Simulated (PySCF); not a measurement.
# Cl2Eu (Eu(Cl)2+): the cost of one run

The runs use PySCF 2.14.0; PBE0, Eu lcecp-1-SVP with ECP52, Cl def2-SVP; scalar-relativistic core potentials, no spin–orbit coupling.

1 further run of the same task is left out (for a known fault of the program).

### Step 1. Starting geometry

3 atoms, charge 1, spin multiplicity 1.

Bond lengths: Eu1–Cl2 2.646 Å, Eu1–Cl3 2.646 Å. Angles: Cl2–Eu1–Cl3 131.8°.

As a file:

```xyz
3
Cl2Eu
Eu    0.0000    0.0000    0.0000
Cl    2.4150    0.0000    1.0808
Cl   -2.4150    0.0000    1.0808
```

Formal oxidation states: Eu +3. Each metal's 6 4f electrons lie in its core potential, so multiplicities, spins and levels count the valence alone.

### Step 2. SCF at the start, singlet

Contents of run.py (the lines that set the calculation):

```python
mol = gto.M(atom='''
Eu     0.00000     0.00000     0.00000
Cl     2.41500     0.00000     1.08080
Cl    -2.41500     0.00000     1.08080''',
    basis={'Eu': 'lcecp-1-SVP', 'Cl': 'def2-SVP'},
    ecp={'Eu': 'lcecp-1-SVP'},
    charge=1, spin=0)
mf = dft.RKS(mol, xc='PBE0')
mf.grids.atom_grid = (50, 194)  # f atoms: unpruned, at least (60, 302)
mf = mf.density_fit()  # fitting sets: Eu AutoAux, Cl def2-universal-JKFIT
mf.conv_tol = 1e-08; mf.max_cycle = 55
mf.kernel(dm0)  # dm0: free metal ions and neutral atoms
```

Run with:

```
> OMP_NUM_THREADS=2 python run.py
```

**Question.** How long does this run take on 2 threads of AMD EPYC 7R43 (Zen 3), shared host, and how much memory does it need?

About 3.5 s, with a peak of 0.32 GiB.
